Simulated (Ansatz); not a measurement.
# BiB (triplet): geometry and frequencies at several levels

Wanted for BiB (triplet): geometry and frequencies at several levels. Spin multiplicity 3.

Method: the levels named in each step, in Ansatz 0.2.0.

### 1 The starting structure

Bond lengths: B1–Bi2 2.085 Å.

Structure file:

```xyz
2

B     0.0000    0.0000    0.0000
Bi    0.0000    0.0000    2.0847
```

### 2 A rough first relaxation, PBE-D4/def2-SVP

Contents of input.yaml:

```yaml
crystal:
  periodic: [false, false, false]
  atoms:
    - { symbol: B, position_ang: [0.0, 0.0, 0.0] }
    - { symbol: Bi, position_ang: [0.0, 0.0, 2.0847] }
magnetization:
  spin_polarized: true
  initial_magnetization: 2
basis:
  gaussian: { orbitals: def2-SVP }
hamiltonian:
  xc: pbe
  dispersion: d4
relax:
  f_tol: 0.03
  max_steps: 200
```

The run is started by

```bash
> ansatz run input.yaml --threads 1 --pin off --max-ram 2560MiB --backend cpu --events-out ev --progress --plain --runs-dir out
```

The runs that follow: Relaxation, HF/def2-SVP; Frequencies, HF/def2-SVP; Relaxation, LDA/def2-SVP; Frequencies, LDA/def2-SVP; Relaxation, PBE-D4/def2-SVP; Frequencies, PBE-D4/def2-SVP.

What does the calculation give? Wanted: B1–Bi2 at PBE-D4/def2-SVP; frequencies at PBE-D4/def2-SVP.

**Answer**, as computed:

| quantity | value |
| --- | --- |
| B1–Bi2 at PBE-D4/def2-SVP | 2.162 Å |
| frequencies at PBE-D4/def2-SVP | 614 cm⁻¹ |

In words: The B–Bi distance spreads over 0.043 Å, from LDA/def2-SVP (shortest) to HF/def2-SVP. No mode is imaginary, so the geometry is a minimum. <S²> exceeds the pure value by up to 0.54: some mean fields break spin symmetry, which blurs their results. Heavy atoms carry effective core potentials in def2 sets, and spin-orbit coupling is left out.
